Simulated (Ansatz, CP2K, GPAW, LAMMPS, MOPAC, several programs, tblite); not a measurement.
# What cheap methods get right for BN

How much accuracy does each second buy? BN is computed with 14 methods, from the cheapest up to r2SCAN.

Method: no spin polarisation, static lattice; gaps from single points on the cell relaxed beforehand with r²SCAN, in LAMMPS, MOPAC, CP2K, tblite, GPAW, Ansatz (versions at each run).

6 further runs of the same task are left out: 6 set aside as unsound or not needed.

## (1) The starting structure

The structure is hexagonal, space group P6_3/mmc (No. 194). Conventional cell: a = 2.501 Å, b = 2.501 Å, c = 6.893 Å, α = 90.00°, β = 90.00°, γ = 120.00°. Around B (site symmetry -6m2) lie 3 N at 1.44 Å. Around N (site symmetry -6m2) lie 3 B at 1.44 Å.

As a file:

```
B N
1.0
     2.50084    0.00000    0.00000
    -1.25042    2.16579    0.00000
     0.00000    0.00000    6.89313
B N
2 2
Direct
  0.33333 0.66667 0.25000
  0.66667 0.33333 0.75000
  0.66667 0.33333 0.25000
  0.33333 0.66667 0.75000
```

The structure type (flat hexagonal layers, h-BN or h-MgO type) is imposed and need not be the compound's stable one.

**Question.** The methods are BN.extep, BNC.tersoff, PM6, PM7, DFTB, GFN1-xTB (tblite), GFN2-xTB (tblite), PBE/DZVP, PBE/single-zeta, PBE/SZV, coarse PBE, GLLB-SC, PBE, r2SCAN. What gap does r2SCAN give on this cell, and which other methods (full PBE left aside) come nearest to r2SCAN and farthest in gap, volume and bulk modulus?

| quantity | value |
| --- | --- |
| r2SCAN | gap 4.89 eV, 9.33 Å³/atom, B₀ 240 GPa |
| gap: nearest and farthest of the other methods | GFN2-xTB (tblite) (+0.20 eV), PM6 (+4.92 eV) |
| volume: nearest and farthest of the other methods | BN.extep, BNC.tersoff (about 0.3 % off); PBE/SZV (+7.7 %) |
| bulk modulus: nearest and farthest of the other methods | GFN1-xTB (tblite), GFN2-xTB (tblite) (about 1 % off); PM7 (+16 %) |

In words: Among the 10 methods compared for the gap (full PBE left aside), GFN2-xTB (tblite) is nearest to r2SCAN and PM6 farthest. For the volume (full PBE left aside), BN.extep, BNC.tersoff tie for nearest to r2SCAN; PBE/SZV is farthest. For the bulk modulus (full PBE left aside), GFN1-xTB (tblite), GFN2-xTB (tblite) tie for nearest to r2SCAN; PM7 is farthest. Classical potentials are fitted to lattice constants of common crystals, so a close volume there is built in, not predicted. A minimal basis or a coarse cutoff and mesh shifts results by its own error, so closeness to r2SCAN can be chance. Cluster runs see only the k-points that fold onto the zone centre, so their gaps can miss the band edges. GLLB-SC is compared with its derivative discontinuity added. No volume is given for PM6, DFTB, PBE/single-zeta, coarse PBE, which can hide a larger miss. The crystal is layered or molecular; volumes and moduli at fixed shape hide how each method binds the layers. CPU times run from 0.12 s (BN.extep) to 46 s (PBE/single-zeta). On this cell PM6, PM7, GFN2-xTB (tblite), PBE/DZVP, PBE/single-zeta, PBE/SZV, GLLB-SC cost more than r2SCAN itself (5.1 s), so they are no saving here. r2SCAN is a yardstick, not the truth: it usually gives gaps below the measured ones. Measured bulk modulus of BN: 27.4 GPa (300 K; powder; “Anisotropic thermo-mechanical response of layered hexagonal boron nitride and black phosphorus: application as a simultaneous pressure and temperature sensor”, 2023, arxiv:2307.07533). This calculation gives 240 GPa (+777.2 %). So large a miss can be the level of theory's own, or it may mean another phase, state or a wrong row. That value is r2SCAN's, at fixed shape and without vibrations.
